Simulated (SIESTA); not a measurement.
The system is AlSn.

```
CELL_PARAMETERS angstrom
4.19811 0.00000 0.00000
-2.09905 3.63567 0.00000
0.00000 0.00000 3.30685
ATOMIC_POSITIONS crystal
Sn 0.33333 0.66667 0.50000
Al 0.00000 0.00000 0.00000
```

The cell comes from a database or a generator and needn't be the stable form of this composition.

```yaml
Program: SIESTA 5.4.2
Task: single point
Functional: PBE
Potentials_or_basis: PseudoDojo 0.4 standard (PBE files)
Basis: DZP (energy shift 0.003 Ry; two zetas on semicore shells)
Grid_cutoff: 500 Ry
Energy_shift: 0.003 Ry
k_mesh: 7 × 7 × 8
Occupations: fermi-dirac, width 0.05 eV
Spin: no spin polarisation
```

On this cell: pressure 0.5 GPa; largest force under 0.003 eV/Å; band gap on the k mesh none (metal or under the smearing width).

The same run follows on a disturbed copy (atoms moved at random, drawn with an rms of 0.05 Å):

```xyz
2
Lattice="4.1981 0.0000 0.0000 -2.0991 3.6357 0.0000 0.0000 0.0000 3.3068" Properties=species:S:1:pos:R:3 pbc="T T T"
Sn    0.0049    2.4017    1.6397
Al    0.0147    0.0155   -0.0180
```

Problem. What does the disturbed cell give?

Solution. The energy (extrapolated to zero smearing) moves by +1.5 meV/atom; pressure 0.5 GPa; largest force 0.154 eV/Å; band gap on the k mesh none (metal or under the smearing width).

Forces in eV/Å, atoms in the order of the input:
```
Sn   0.036  0.150 -0.007
Al  -0.035 -0.150  0.007
```

Stress tensor (GPa, compression positive):
```
-0.15 -0.12  0.00
-0.12  0.71  0.00
 0.00  0.00  0.85
```

Caveats: the basis of atomic orbitals isn't converged, which shifts pressures, moduli and gaps.
